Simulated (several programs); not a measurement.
# Many methods on one cell: AlB3Sb4 (ordering on zincblende)

AlB3Sb4 as one 8-atom ordering (I-42m) on the zincblende lattice, relaxed with r2SCAN in Ansatz, was computed with several methods. Space group I-42m (No. 121), tetragonal; a = 5.509 Å, c = 10.940 Å in the conventional setting, 20.75 Å³ an atom. Around B lie 4 Sb at 2.34 Å; around Sb lie 3 B at 2.29–2.34 Å and 1 Al at 2.58 Å; around B lie 4 Sb at 2.29 Å; around Al lie 4 Sb at 2.58 Å. No spin polarisation and no zero-point or thermal motion; the cell was built from a prototype and may be hypothetical.

```
CELL_PARAMETERS angstrom
-2.75426 2.75426 5.47009
2.75426 -2.75426 5.47009
2.75426 2.75426 -5.47009
ATOMIC_POSITIONS crystal
B 0.75000 0.25000 0.50000
Sb 0.14024 0.59422 0.00000
B 0.50000 0.50000 0.00000
Sb 0.85976 0.85976 0.45399
B 0.25000 0.75000 0.50000
Sb 0.59422 0.14024 0.00000
Al 0.00000 0.00000 0.00000
Sb 0.40578 0.40578 0.54601
```

Gaps and times are for a single point on this cell; volume and bulk modulus come from each method's own relaxation or energy curve at fixed shape, which is too stiff where a cell has free coordinates or axes. Times are rough, from shared hosts (Arm Neoverse V1), and each method has its own mesh and cell size. A dagger marks a closed or tiny gap in a crystal that DFT finds insulating: a failure of the method or a wrong SCF state. A double dagger marks a value from a curve with shape and coordinates held. PM6 (MOPAC), PM7 (MOPAC), GFN1-xTB (tblite), GFN2-xTB (tblite) treat a cluster of cells at its zone centre, which samples few k points: where these miss a band edge, the gap comes out too large for that reason alone. Gaps from k meshes are read at a limited set of points (mesh, symmetry points, PBE's band edges), so each method's own least gap may be somewhat smaller. xTB and the PM methods were fitted mostly to molecules, and can miss a solid's gap by electronvolts. Minimal bases can be far off for gaps. Times of the plane-wave rungs are withheld (a dash), since they come from other jobs, hosts and meshes; the meshes of hybrids and Hartree-Fock don't converge their gaps to the digits shown. GLLB-SC's gap includes the derivative discontinuity. d marks a direct gap, i an indirect one (no mark: not told apart), a dash a value that wasn't computed or didn't pass its checks.

| method | kind | gap (eV) | own volume (Å³/atom) | bulk modulus (GPa) | atoms computed | processor time |
| --- | --- | --- | --- | --- | --- | --- |
| GFN1-xTB (tblite) | tight binding | 0.00† | – | – | cluster | 4.5 s |
| light PBE (260 eV, its own mesh) | light plane-wave | 0.27 d | – | – | 8 | 7.5 s |
| GFN2-xTB (tblite) | tight binding | 1.72 | 20.65‡ | 79‡ | cluster | 7.5 s |
| PM6 (MOPAC) | semi-empirical | 5.53 | – | – | cluster | 13 s |
| PM7 (MOPAC) | semi-empirical | 3.96 | – | – | cluster | 17 s |
| PBE/SZV (CP2K) | small basis | 2.14 i | 21.44‡ | 84‡ | 8 | 23 s |
| PBE | semilocal | 0.32 d | 21.03 | 80‡ | 8 | – |
| PBE/DZVP (CP2K) | small basis | 0.38 d | 21.30‡ | 78‡ | 8 | 53 s |
| r2SCAN | semilocal | 0.44 d | 20.75 | 86‡ | 8 | – |
| GLLB-SC (GPAW) | model potential | 0.44 | – | – | 8 | 2.9 min |
| PBE+SOC | semilocal | 0.19 d | – | – | 8 | – |
| HSE06 | hybrid | 0.83 d | – | – | 8 | – |
| PBE0 | hybrid | 1.46 d | – | – | 8 | – |

Against HSE06 (0.83 eV) and with closed or daggered gaps left aside, the nearest gap at the points sampled is that of GLLB-SC (GPAW) (-0.38 eV) and the farthest that of PM6 (MOPAC) (+4.71 eV). HSE06 is only a yardstick of convenience, and nearness to it can be luck.

Volumes against r2SCAN's: PBE +1.4 %.

Only the rows marked +SOC include spin-orbit coupling.
